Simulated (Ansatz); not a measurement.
# O: one contact scaled

Aim: change the length of one contact in O (O1–O2) by moving its two atoms, all else held, and follow energy and force. The runs shown use LAPW and crystal datasets. Companion runs by PAW are cited. Its runs: the reference run (LAPW); shortest bond scaled by 1 (crystal datasets); shortest bond scaled by 1.1 (LAPW); shortest bond scaled by 0.94 (LAPW); shortest bond scaled by 0.7 (LAPW); shortest bond scaled by 0.58 (LAPW and crystal datasets).

Computed with Ansatz 0.2.0 (DFT PBEsol, with the methods named in each step, unless a step's input says otherwise).

## 1. The starting structure

The structure is hexagonal, space group P6_3/mmc (No. 194). The conventional cell has a = 2.503 Å, b = 2.503 Å, c = 4.055 Å, α = 90.00°, β = 90.00°, γ = 120.00°. O (site symmetry -6m2) is surrounded by 12 O at 2.49 to 2.50 Å.

Coordinates:

```
CELL_PARAMETERS angstrom
2.50299 0.00000 0.00000
-1.25149 2.16765 0.00000
0.00000 0.00000 4.05484
ATOMIC_POSITIONS crystal
O 0.33333 0.66667 0.25000
O 0.66667 0.33333 0.75000
```

Atoms are numbered in the order of the input: O1, O2.

## 2. The bond as given, LAPW

The input, input.yaml:

```yaml
crystal:
  lattice:
    - [2.5029894065, 0.0, 0.0]
    - [-1.2514947032, 2.1676524114, 0.0]
    - [0.0, 0.0, 4.0548428385]
  atoms:
    - { symbol: O, position: [0.3333333333, 0.6666666667, 0.25] }
    - { symbol: O, position: [0.6666666667, 0.3333333333, 0.75] }
kpoints:
  mp_grid: { grid: [14, 14, 8] }
scf:
  occupations: { method: fermi_dirac, width: 0.05 }
hamiltonian:
  xc: pbesol
  pseudopotentials: { kind: all_electron, lapw: { basis_error: 0.001 } }
output:
  forces: true
  stress: true
  eigenvalues: true
  populations: true
```

The run is started by

```bash
$ ansatz run input.yaml --threads 1 --pin off --max-ram 2048MiB --backend cpu --events-out ev --progress --plain --runs-dir out
```

The log of the run, cut to the lines that bear on the results:

```text
O: projections on atomic orbitals take those of the free atom 1s2 2s2 2p4, of charge +0.00 (hamiltonian.pseudopotentials.projection_atoms)
LAPW: plane waves up to 7.722 Å⁻¹, error target 1.0e-3 eV per atom; small_component_spin mean_spin; O in spheres of 1.245 Å, 6 of its electrons in bands, Dirac shells []
[...]
Pseudopotentials: kind: all_electron
Pseudopotential: O, LAPW, valence charge 6, Koelling and Harmon's equation, gaussian nucleus
Functional definition: PBEsol
[...]
Crystal: 2 atoms, lattice volume = 22.000 Å³
Basis set: ecut = 227.19875695050595 eV, 159 PW (Γ), exchange–correlation at level 2
Bands: 10, of which v1, the nominal top of the filled ones, is band 6 counted from 1 (5 counted from 0)
Symmetry: 24 space group operations
Space group: P63/mmc (ITA 194), of the structure as read, at distance tolerance 2.8e-5 Å
k-points: 120 of 1568
[...]
SCF iter   1: F=—  HF=-4072.548422 eV  |F-HF|=—  |Δ(HF+E_count)|=         —  Δρ=5.57e-3  dr2=2.99e-3  ethr=2.51e-5  ⟨swp⟩=3.6  Hψ=9517  notcnv=0
[...]
SCF iter   5: F=-4072.505274 eV  HF=-4072.505274 eV  |F-HF|=4.09e-8  |Δ(HF+E_count)|=   1.44e-5  Δρ=8.31e-6  dr2=6.52e-9  ethr=7.54e-9  ⟨swp⟩=2.0  Hψ=3479  notcnv=0
[...]
SCF converged after 5 iterations
Free energy (F): -4072.505274 eV
[...]
E sigma→0 (E₀):  -4072.489349 eV
Entropy (-TS):   -0.031850 eV (-15.925 meV/atom)
Fermi energy:    0.731731 eV
[...]
--- Forces (eV/Å), atoms counted from 1 ---
  atom   1  O      0.00000000    -0.00000000     0.00000000
  atom   2  O     -0.00000000     0.00000000     0.00000000
[...]
--- Stress (GPa, compression-positive) ---
      -23.891947       0.000000       0.000000
        0.000000     -23.891947       0.000000
        0.000000       0.000000     -31.056157
  P = ⅓ Tr σ = -26.2800 GPa (-262.800 kbar)
--- Band table (eV; the first three rows and the last of 120) ---
  k-point 0: bands = ["-17.6367", "-15.2493", "-3.6590", "1.3041", "1.3041", "1.8218", "1.8218", "1.8442", "14.1815", "18.9088"]
[...]
--- Löwdin populations: 2 sites ---
  site symbol       q [e]
     0      O      7.9968
     1      O      7.9968
  spilling = 0.000402 (of n_electrons = 16.000000)
```

It took 7 s on 1 thread of Arm Neoverse V1, shared host; peak memory 0.26 GiB.

Result: pressure -26.28 GPa; no gap.

## 3. Shortest bond scaled by 1, crystal datasets

input.yaml: that of step 2 with these lines changed.

```diff
@@ -14,3 +14,3 @@
   xc: pbesol
-  pseudopotentials: { kind: all_electron, lapw: { basis_error: 0.001 } }
+  pseudopotentials: { kind: all_electron, datasets: crystal }
 output:
@@ -19,2 +19,2 @@
   eigenvalues: true
-  populations: true
+  efg: { contact_densities: true }
```

The run is started by

```bash
$ ansatz run input.yaml --threads 1 --pin off --max-ram 2048MiB --backend cpu --events-out ev --progress --plain --runs-dir out
```

The log of the run, cut to the lines that bear on the results:

```text
[...]
[... 1 set-up line as earlier in the session ...]
Pseudopotential: O, paw, valence charge 6, recommended cutoff 260 eV (normal), Koelling and Harmon's equation, gaussian nucleus
[... 1 set-up line as earlier in the session ...]
[...]
Crystal: 2 atoms, lattice volume = 22.000 Å³
Basis set: ecut = 260 eV, 197 PW (Γ), exchange–correlation on 30×30×48 points (8 copies of the dense FFT grid, shifted against one another)
Bands: 10, of which v1, the nominal top of the filled ones, is band 6 counted from 1 (5 counted from 0)
[... 2 set-up lines as earlier in the session ...]
k-points: 120 of 1568
[...]
SCF iter   1: F=—  HF=-4072.573356 eV  |F-HF|=—  |Δ(HF+E_count)|=         —  Δρ=2.61e-2  dr2=1.10e-1  ethr=8.42e-4  ⟨swp⟩=3.4  Hψ=6499  notcnv=0
[...]
--- Forces (eV/Å), atoms counted from 1 ---
  atom   1  O      0.00000000    -0.00000000     0.00000000
  atom   2  O     -0.00000000     0.00000000     0.00000000
[...]
--- Stress (GPa, compression-positive) ---
      -23.883681       0.000000       0.000000
        0.000000     -23.883681       0.000000
        0.000000       0.000000     -31.048729
  P = ⅓ Tr σ = -26.2720 GPa (-262.720 kbar)
--- PAW observables at the nuclei: V_zz in 10²¹ V/m², potentials from the cell's mean, atoms counted from 1 ---
  atom   1  O  V_zz =    +1.638028   η = 0.0000   by run symmetry: allowed
            electrostatic potential = -612.743110 V   contact ρ = 2157.604411 e/Å³
  atom   2  O  V_zz =    +1.638028   η = 0.0000   by run symmetry: allowed
            electrostatic potential = -612.743110 V   contact ρ = 2157.604411 e/Å³
--- Band table (eV; the first three rows and the last of 120) ---
  k-point 0: bands = ["-17.6366", "-15.2491", "-3.6588", "1.3043", "1.3043", "1.8219", "1.8219", "1.8445", "14.1811"]
[...]
```

It took 5.2 s on 1 thread of Arm Neoverse V1, shared host; peak memory 0.31 GiB.

Read from it: pressure -26.27 GPa; no gap; Vzz O1 1.64 (η = 0.00) (10²¹ V/m²).

## 4. Shortest bond scaled by 1.1, LAPW

The input, input.yaml:

```yaml
crystal:
  lattice:
    - [2.5029894065, 0.0, 0.0]
    - [-1.2514947032, 2.1676524114, 0.0]
    - [0.0, 0.0, 4.0548428385]
  atoms:
    - { symbol: O, position: [0.3666666667, 0.6833333333, 0.275] }
    - { symbol: O, position: [0.6333333333, 0.3166666667, 0.725] }
kpoints:
  mp_grid: { grid: [14, 14, 8] }
scf:
  occupations: { method: fermi_dirac, width: 0.05 }
hamiltonian:
  xc: pbesol
  pseudopotentials: { kind: all_electron, lapw: { basis_error: 0.001 } }
output:
  forces: true
  stress: true
  eigenvalues: true
  populations: true
```

The run is started by

```bash
$ ansatz run input.yaml --threads 1 --pin off --max-ram 2048MiB --backend cpu --events-out ev --progress --plain --runs-dir out
```

The log of the run, cut to the lines that bear on the results:

```text
O: projections on atomic orbitals take those of the free atom 1s2 2s2 2p4, of charge +0.00 (hamiltonian.pseudopotentials.projection_atoms)
LAPW: plane waves up to 8.233 Å⁻¹, error target 1.0e-3 eV per atom; small_component_spin mean_spin; O in spheres of 1.143 Å, 6 of its electrons in bands, Dirac shells []
[...]
[... 3 set-up lines as earlier in the session ...]
[...]
Crystal: 2 atoms, lattice volume = 22.000 Å³
Basis set: ecut = 258.21992611955034 eV, 197 PW (Γ), exchange–correlation at level 2
Bands: 10, of which v1, the nominal top of the filled ones, is band 6 counted from 1 (5 counted from 0)
Symmetry: 4 space group operations
Space group: C2/m (ITA 12), of the structure as read, at distance tolerance 2.8e-5 Å
k-points: 429 of 1568
[...]
SCF converged after 6 iterations
Free energy (F): -4072.667009 eV
[...]
E sigma→0 (E₀):  -4072.653252 eV
Entropy (-TS):   -0.027515 eV (-13.757 meV/atom)
Fermi energy:    0.820751 eV
[...]
--- Forces (eV/Å), atoms counted from 1 ---
  atom   1  O      0.30010115     0.17326348     1.30441752
  atom   2  O     -0.30010115    -0.17326348    -1.30441752
[...]
--- Stress (GPa, compression-positive) ---
      -21.158673       1.070733      -1.853135
        1.070733     -22.395049      -1.069908
       -1.853135      -1.069908     -34.722531
  P = ⅓ Tr σ = -26.0921 GPa (-260.921 kbar)
--- Band table (eV; the first three rows and the last of 429) ---
  k-point 0: bands = ["-17.7499", "-15.1361", "-3.6485", "1.1459", "1.4298", "1.7718", "1.9115", "1.9670", "13.9424", "18.9635"]
[...]
--- Löwdin populations: 2 sites ---
  site symbol       q [e]
     0      O      7.9964
     1      O      7.9964
  spilling = 0.000445 (of n_electrons = 16.000000)
```

Wall time 24 s (1 thread of Arm Neoverse V1, shared host); peak memory 0.45 GiB.

Read from it: pressure -26.09 GPa; no gap; largest force 1.350 eV/Å.

## 5. Shortest bond scaled by 0.94, LAPW

input.yaml: that of step 4 with these lines changed.

```diff
@@ -6,4 +6,4 @@
   atoms:
-    - { symbol: O, position: [0.3666666667, 0.6833333333, 0.275] }
-    - { symbol: O, position: [0.6333333333, 0.3166666667, 0.725] }
+    - { symbol: O, position: [0.3133333333, 0.6566666667, 0.235] }
+    - { symbol: O, position: [0.6866666667, 0.3433333333, 0.765] }
 kpoints:
```

The run is started by

```bash
$ ansatz run input.yaml --threads 1 --pin off --max-ram 2048MiB --backend cpu --events-out ev --progress --plain --runs-dir out
```

The log of the run, cut to the lines that bear on the results:

```text
O: projections on atomic orbitals take those of the free atom 1s2 2s2 2p4, of charge +0.00 (hamiltonian.pseudopotentials.projection_atoms)
LAPW: plane waves up to 8.090 Å⁻¹, error target 1.0e-3 eV per atom; small_component_spin mean_spin; O in spheres of 1.170 Å, 6 of its electrons in bands, Dirac shells []
[...]
[... 3 set-up lines as earlier in the session ...]
[...]
Crystal: 2 atoms, lattice volume = 22.000 Å³
Basis set: ecut = 249.35808266238908 eV, 197 PW (Γ), exchange–correlation at level 2
Bands: 10, of which v1, the nominal top of the filled ones, is band 6 counted from 1 (5 counted from 0)
[... 2 set-up lines as earlier in the session ...]
k-points: 429 of 1568
[...]
SCF converged after 5 iterations
Free energy (F): -4072.565564 eV
[...]
E sigma→0 (E₀):  -4072.550405 eV
Entropy (-TS):   -0.030317 eV (-15.159 meV/atom)
Fermi energy:    0.770448 eV
[...]
--- Forces (eV/Å), atoms counted from 1 ---
  atom   1  O     -0.25824308    -0.14909671    -0.78550249
  atom   2  O      0.25824308     0.14909671     0.78550249
[...]
--- Stress (GPa, compression-positive) ---
      -23.149838      -0.328369      -0.823747
       -0.328369     -22.770670      -0.475591
       -0.823747      -0.475591     -32.723720
  P = ⅓ Tr σ = -26.2147 GPa (-262.147 kbar)
--- Band table (eV; the first three rows and the last of 429) ---
  k-point 0: bands = ["-17.6768", "-15.2077", "-3.6601", "1.2299", "1.3739", "1.7953", "1.8575", "1.8950", "14.0914", "18.9323"]
[...]
--- Löwdin populations: 2 sites ---
  site symbol       q [e]
     0      O      7.9967
     1      O      7.9967
  spilling = 0.000417 (of n_electrons = 16.000000)
```

Run time: 22 s. Hardware: 1 thread of Arm Neoverse V1, shared host; peak memory 0.45 GiB.

In short: pressure -26.21 GPa; no gap; largest force 0.840 eV/Å.

## 6. Shortest bond scaled by 0.7, LAPW

input.yaml: that of step 5 with these lines changed.

```diff
@@ -6,4 +6,4 @@
   atoms:
-    - { symbol: O, position: [0.3133333333, 0.6566666667, 0.235] }
-    - { symbol: O, position: [0.6866666667, 0.3433333333, 0.765] }
+    - { symbol: O, position: [0.2333333333, 0.6166666667, 0.175] }
+    - { symbol: O, position: [0.7666666667, 0.3833333333, 0.825] }
 kpoints:
```

The run is started by

```bash
$ ansatz run input.yaml --threads 1 --pin off --max-ram 2048MiB --backend cpu --events-out ev --progress --plain --runs-dir out
```

The log of the run, cut to the lines that bear on the results:

```text
O: projections on atomic orbitals take those of the free atom 1s2 2s2 2p4, of charge +0.00 (hamiltonian.pseudopotentials.projection_atoms)
LAPW: plane waves up to 10.784 Å⁻¹, error target 1.0e-3 eV per atom; small_component_spin mean_spin; O in spheres of 0.871 Å, 8 of its electrons in bands, Dirac shells []
[...]
[... 1 set-up line as earlier in the session ...]
Pseudopotential: O, LAPW, valence charge 8, Koelling and Harmon's equation, gaussian nucleus
[... 1 set-up line as earlier in the session ...]
[...]
Crystal: 2 atoms, lattice volume = 22.000 Å³
Basis set: ecut = 443.1211945757923 eV, 463 PW (Γ), exchange–correlation at level 2
Bands: 12, of which v1, the nominal top of the filled ones, is band 8 counted from 1 (7 counted from 0)
[... 2 set-up lines as earlier in the session ...]
k-points: 429 of 1568
[...]
SCF converged after 6 iterations
Free energy (F): -4074.170565 eV
[...]
E sigma→0 (E₀):  -4074.156927 eV
Entropy (-TS):   -0.027277 eV (-13.638 meV/atom)
Fermi energy:    1.283567 eV
[...]
--- Forces (eV/Å), atoms counted from 1 ---
  atom   1  O     -2.27914828    -1.31586687    -4.22239014
  atom   2  O      2.27914828     1.31586687     4.22239014
[...]
--- Stress (GPa, compression-positive) ---
      -10.017040      -2.244529     -23.109885
       -2.244529      -7.425281     -13.342498
      -23.109885     -13.342498     -49.367305
  P = ⅓ Tr σ = -22.2699 GPa (-222.699 kbar)
--- Band table (eV; the first three rows and the last of 429) ---
  k-point 0: bands = ["-504.4931", "-504.4931", "-18.9826", "-14.0654", "-3.6948", "0.6724", "1.4796", "1.6701", "1.9073", "3.7349", "12.8051", "19.6989"]
[...]
--- Löwdin populations: 2 sites ---
  site symbol       q [e]
     0      O      7.9910
     1      O      7.9910
  spilling = 0.001123 (of n_electrons = 16.000000)
```

It took 48 s on 1 thread of Arm Neoverse V1, shared host; peak memory 0.64 GiB.

Result: pressure -22.27 GPa; no gap; largest force 4.975 eV/Å.

## 7. Shortest bond scaled by 0.58, LAPW

input.yaml: that of step 6 with these lines changed.

```diff
@@ -6,4 +6,4 @@
   atoms:
-    - { symbol: O, position: [0.2333333333, 0.6166666667, 0.175] }
-    - { symbol: O, position: [0.7666666667, 0.3833333333, 0.825] }
+    - { symbol: O, position: [0.1933333333, 0.5966666667, 0.145] }
+    - { symbol: O, position: [0.8066666667, 0.4033333333, 0.855] }
 kpoints:
```

The run is started by

```bash
$ ansatz run input.yaml --threads 1 --pin off --max-ram 2048MiB --backend cpu --events-out ev --progress --plain --runs-dir out
```

The log of the run, cut to the lines that bear on the results:

```text
O: projections on atomic orbitals take those of the free atom 1s2 2s2 2p4, of charge +0.00 (hamiltonian.pseudopotentials.projection_atoms)
LAPW: plane waves up to 12.942 Å⁻¹, error target 1.0e-3 eV per atom; small_component_spin mean_spin; O in spheres of 0.722 Å, 8 of its electrons in bands, Dirac shells []
[...]
[... 3 set-up lines as earlier in the session ...]
[...]
Crystal: 2 atoms, lattice volume = 22.000 Å³
Basis set: ecut = 638.1457115942287 eV, 785 PW (Γ), exchange–correlation at level 2
Bands: 12, of which v1, the nominal top of the filled ones, is band 8 counted from 1 (7 counted from 0)
[... 2 set-up lines as earlier in the session ...]
k-points: 429 of 1568
[...]
SCF converged after 7 iterations
Free energy (F): -4076.138894 eV
[...]
E sigma→0 (E₀):  -4076.125896 eV
Entropy (-TS):   -0.025996 eV (-12.998 meV/atom)
Fermi energy:    1.972778 eV
[...]
--- Forces (eV/Å), atoms counted from 1 ---
  atom   1  O     -3.74483333    -2.16208053    -6.03540161
  atom   2  O      3.74483333     2.16208053     6.03540161
[...]
--- Stress (GPa, compression-positive) ---
       10.428258       3.542192     -32.675710
        3.542192       6.338087     -18.865330
      -32.675710     -18.865330     -54.052103
  P = ⅓ Tr σ = -12.4286 GPa (-124.286 kbar)
--- Band table (eV; the first three rows and the last of 429) ---
  k-point 0: bands = ["-504.1851", "-504.1850", "-21.1532", "-12.6648", "-4.2674", "0.3910", "0.5304", "0.8292", "2.6767", "7.4831", "12.2370", "19.8578"]
[...]
--- Löwdin populations: 2 sites ---
  site symbol       q [e]
     0      O      7.9779
     1      O      7.9779
  spilling = 0.002766 (of n_electrons = 16.000000)
```

Wall time 81 s (1 thread of Arm Neoverse V1, shared host); peak memory 0.91 GiB.

In short: pressure -12.43 GPa; no gap; largest force 7.425 eV/Å.

## 8. Shortest bond scaled by 0.58, crystal datasets

input.yaml: that of step 7 with these lines changed.

```diff
@@ -14,3 +14,3 @@
   xc: pbesol
-  pseudopotentials: { kind: all_electron, lapw: { basis_error: 0.001 } }
+  pseudopotentials: { kind: all_electron, datasets: crystal }
 output:
@@ -19,2 +19,2 @@
   eigenvalues: true
-  populations: true
+  efg: { contact_densities: true }
```

The run is started by

```bash
$ ansatz run input.yaml --threads 1 --pin off --max-ram 2048MiB --backend cpu --events-out ev --progress --plain --runs-dir out
```

The log of the run, cut to the lines that bear on the results:

```text
[...]
[... 1 set-up line as earlier in the session ...]
Pseudopotential: O, paw, valence charge 6, recommended cutoff 740 eV (normal), Koelling and Harmon's equation, gaussian nucleus
[... 1 set-up line as earlier in the session ...]
[...]
Crystal: 2 atoms, lattice volume = 22.000 Å³
Basis set: ecut = 740 eV, 1001 PW (Γ), exchange–correlation on 48×48×72 points (8 copies of the dense FFT grid, shifted against one another)
Bands: 10, of which v1, the nominal top of the filled ones, is band 6 counted from 1 (5 counted from 0)
[... 2 set-up lines as earlier in the session ...]
k-points: 429 of 1568
[...]
SCF iter   1: F=—  HF=-4076.303096 eV  |F-HF|=—  |Δ(HF+E_count)|=         —  Δρ=8.60e-2  dr2=4.34e-1  ethr=4.19e-3  ⟨swp⟩=3.3  Hψ=25597  notcnv=0
[...]
--- Forces (eV/Å), atoms counted from 1 ---
  atom   1  O     -3.74436535    -2.16181034    -6.03404967
  atom   2  O      3.74436535     2.16181034     6.03404967
[...]
--- Stress (GPa, compression-positive) ---
       10.432242       3.542762     -32.676878
        3.542762       6.341413     -18.866004
      -32.676878     -18.866004     -54.045522
  P = ⅓ Tr σ = -12.4240 GPa (-124.240 kbar)
--- PAW observables at the nuclei: V_zz in 10²¹ V/m², potentials from the cell's mean, atoms counted from 1 ---
  atom   1  O  V_zz =   +17.255957   η = 0.0194   by run symmetry: allowed
            electrostatic potential = -613.150797 V   contact ρ = 2154.917363 e/Å³
  atom   2  O  V_zz =   +17.255957   η = 0.0194   by run symmetry: allowed
            electrostatic potential = -613.150797 V   contact ρ = 2154.917363 e/Å³
--- Band table (eV; the first three rows and the last of 429) ---
  k-point 0: bands = ["-21.1531", "-12.6649", "-4.2675", "0.3909", "0.5303", "0.8291", "2.6764", "7.4831"]
[...]
```

Wall time 35 s (1 thread of Arm Neoverse V1, shared host); peak memory 0.89 GiB.

In short: pressure -12.42 GPa; no gap; largest force 7.423 eV/Å; Vzz O1 17.26 (η = 0.02) (10²¹ V/m²).

## 9. The series in one table

The PAW rows are taken from companion runs at the same settings.

Force along the bond: half the difference of the two atoms' forces, positive where it pushes them apart.

| method | length (Å) | F from the given length (eV/cell) | force along the bond (eV/Å) | pressure (GPa) | largest force (eV/Å) |
| --- | --- | --- | --- | --- | --- |
| LAPW | 1.444 | -3.634 | -7.425 | -12.43 | 7.425 |
| LAPW | 1.743 | -1.665 | -4.966 | -22.27 | 4.975 |
| LAPW | 2.340 | -0.060 | -0.813 | -26.21 | 0.840 |
| LAPW | 2.490 | 0.000 | 0.000 | -26.28 | 0.000 |
| LAPW | 2.739 | -0.162 | 1.263 | -26.09 | 1.350 |
| PAW | 1.444 | -3.637 | -7.457 | -12.54 | 7.457 |
| PAW | 1.743 | -1.665 | -4.962 | -22.26 | 4.972 |
| PAW | 2.340 | -0.060 | -0.811 | -26.25 | 0.838 |
| PAW | 2.490 | 0.000 | 0.000 | -26.34 | 0.000 |
| PAW | 2.739 | -0.162 | 1.260 | -26.10 | 1.346 |
| PAW (cutoff 600 eV) | 1.444 | – | -7.457 | -12.53 | 7.457 |
| crystal datasets | 1.444 | – | -7.423 | -12.42 | 7.423 |
| crystal datasets | 2.490 | – | 0.000 | -26.27 | 0.000 |

## 10. Results

| quantity | value |
| --- | --- |
| force along the bond, positive apart, at 1.444 Å (LAPW) | -7.42 eV/Å |
| force along the bond, positive apart, at 1.444 Å (PAW) | -7.46 eV/Å |
| force along the bond, positive apart, at 1.444 Å (PAW (cutoff 600 eV)) | -7.46 eV/Å |
| force along the bond, positive apart, at 1.444 Å (crystal datasets) | -7.42 eV/Å |

What this shows: At 1.44 Å the force along the bond is -7.42 eV/Å by LAPW, and the energy stands -3.63 eV over the given length. With two atoms in the cell whole sublattices move, so the other contacts between the two sublattices change too; at scales over 1 some of them become the shortest. PAW's force differs from LAPW's by at most 33 meV/Å, at 1.44 Å. Solid oxygen carries moments on its molecules; these runs leave spin out.
